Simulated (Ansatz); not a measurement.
# Ge: an axial (c/a) deformation path

Aim: for Ge, look for other minima along an axial (c/a) path.

Computed with Ansatz 0.2.0 (DFT PBEsol, scalar-relativistic, plane waves, PAW, unless a step's input says otherwise).

## Step 1: The structure to begin with

It takes space group Cmcm (No. 63, orthorhombic). The conventional cell has a = 2.976 Å, b = 5.189 Å, c = 4.728 Å, α = 90.00°, β = 90.00°, γ = 90.00°. Ge (site symmetry m2m) is surrounded by 12 Ge at 2.92 to 2.99 Å.

Coordinates:

```cif
data_structure
_symmetry_space_group_name_H-M 'Cmcm'
_symmetry_Int_Tables_number 63
_cell_length_a 2.9761
_cell_length_b 5.1894
_cell_length_c 4.7276
_cell_angle_alpha 90.000
_cell_angle_beta 90.000
_cell_angle_gamma 90.000
_cell_volume 73.01
loop_
_atom_site_label
_atom_site_type_symbol
_atom_site_symmetry_multiplicity
_atom_site_Wyckoff_symbol
_atom_site_fract_x
_atom_site_fract_y
_atom_site_fract_z
_atom_site_occupancy
Ge1 Ge 4 c 0.00000 0.33345 0.75000 1
```

It goes back to an entry of the Materials Project, which need not be the stable form.

The cell is taken as given, not relaxed at this level.

## Step 2: The reference cell

The reference gives a free energy of -8506.4509 eV, pressure 0.36 GPa, largest force 0.004 eV/Å and gap on the mesh none (metal). It was computed beforehand with the settings of the runs below.

## Step 3: Setting up an axial (c/a) deformation path

At fixed volume and fractional coordinates, lengths along (0.000, 0.000, 1.000) are scaled against those across it; ρ is that ratio over its starting value.

## Step 4: Point ρ = 0.850

input.yaml

```yaml
crystal:
  lattice:
    - [1.5708886528, -2.7391286946, 0.0]
    - [1.5708886528, 2.7391286946, 0.0]
    - [0.0, 0.0, 4.2421526066]
  atoms:
    - { symbol: Ge, position: [0.66655337, 0.33344663, 0.25] }
    - { symbol: Ge, position: [0.33344663, 0.66655337, 0.75] }
basis:
  ecutwfc: 420
kpoints:
  mp_grid: { grid: [20, 20, 12] }
hamiltonian:
  xc: pbesol
scf:
  occupations: { method: gaussian, width: 0.15 }
output:
  forces: true
  stress: true
  eigenvalues: true
```

On the command line:

```console
$ ansatz run input.yaml --threads 1 --pin off --max-ram 2560MiB --backend cpu --events-out ev --progress --plain --runs-dir out
```

## Step 5: ρ = 1.200

Changes to input.yaml since step 4:

```diff
@@ -2,5 +2,5 @@
   lattice:
-    - [1.5708886528, -2.7391286946, 0.0]
-    - [1.5708886528, 2.7391286946, 0.0]
-    - [0.0, 0.0, 4.2421526066]
+    - [1.4003114153, -2.4416964068, 0.0]
+    - [1.4003114153, 2.4416964068, 0.0]
+    - [0.0, 0.0, 5.3386055621]
   atoms:
```

## Step 6: At ρ = 0.920

Changes to input.yaml since step 5:

```diff
@@ -2,5 +2,5 @@
   lattice:
-    - [1.4003114153, -2.4416964068, 0.0]
-    - [1.4003114153, 2.4416964068, 0.0]
-    - [0.0, 0.0, 5.3386055621]
+    - [1.529991796, -2.6678176225, 0.0]
+    - [1.529991796, 2.6678176225, 0.0]
+    - [0.0, 0.0, 4.4719700757]
   atoms:
@@ -20 +20,5 @@
   eigenvalues: true
+  write_density: true
+  write_potential: true
+  elf: true
+  volumetric_format: npy
```

## Step 7: ρ = 1.100

input.yaml

```yaml
crystal:
  lattice:
    - [1.4415204776, -2.5135518656, 0.0]
    - [1.4415204776, 2.5135518656, 0.0]
    - [0.0, 0.0, 5.0377366484]
  atoms:
    - { symbol: Ge, position: [0.66655337, 0.33344663, 0.25] }
    - { symbol: Ge, position: [0.33344663, 0.66655337, 0.75] }
basis:
  ecutwfc: 420
kpoints:
  mp_grid: { grid: [20, 20, 12] }
hamiltonian:
  xc: pbesol
scf:
  occupations: { method: gaussian, width: 0.15 }
output:
  forces: true
  stress: true
  eigenvalues: true
```

## Step 8: Point ρ = 0.960

Changes to input.yaml since step 7:

```diff
@@ -2,5 +2,5 @@
   lattice:
-    - [1.4415204776, -2.5135518656, 0.0]
-    - [1.4415204776, 2.5135518656, 0.0]
-    - [0.0, 0.0, 5.0377366484]
+    - [1.508439745, -2.6302377206, 0.0]
+    - [1.508439745, 2.6302377206, 0.0]
+    - [0.0, 0.0, 4.6006708077]
   atoms:
```

## Step 9: Point ρ = 1.050

Changes to input.yaml since step 8:

```diff
@@ -2,5 +2,5 @@
   lattice:
-    - [1.508439745, -2.6302377206, 0.0]
-    - [1.508439745, 2.6302377206, 0.0]
-    - [0.0, 0.0, 4.6006708077]
+    - [1.4640478737, -2.5528324581, 0.0]
+    - [1.4640478737, 2.5528324581, 0.0]
+    - [0.0, 0.0, 4.8838974542]
   atoms:
```

## Step 10: At ρ = 0.800

Changes to input.yaml since step 9:

```diff
@@ -2,5 +2,5 @@
   lattice:
-    - [1.4640478737, -2.5528324581, 0.0]
-    - [1.4640478737, 2.5528324581, 0.0]
-    - [0.0, 0.0, 4.8838974542]
+    - [1.6029564211, -2.7950446528, 0.0]
+    - [1.6029564211, 2.7950446528, 0.0]
+    - [0.0, 0.0, 4.0741185482]
   atoms:
```

## Step 11: Point ρ = 1.300

Changes to input.yaml since step 10:

```diff
@@ -2,5 +2,5 @@
   lattice:
-    - [1.6029564211, -2.7950446528, 0.0]
-    - [1.6029564211, 2.7950446528, 0.0]
-    - [0.0, 0.0, 4.0741185482]
+    - [1.3634438598, -2.3774111507, 0.0]
+    - [1.3634438598, 2.3774111507, 0.0]
+    - [0.0, 0.0, 5.6312210043]
   atoms:
@@ -20 +20,5 @@
   eigenvalues: true
+  write_density: true
+  write_potential: true
+  elf: true
+  volumetric_format: npy
```

(Steps that only read results are left out.)

**Question.** What will these runs give? Wanted: highest point.

**Answer**, as computed:

```
     quantity                        value
highest point  105.9 meV/atom at ρ = 1.300
```

What this shows: The undisturbed cell is not the lowest point: the energy is 3.1 meV/atom lower at ρ = 1.050; the cell was taken as given and not relaxed at this level. No further minimum shows among the sampled points.
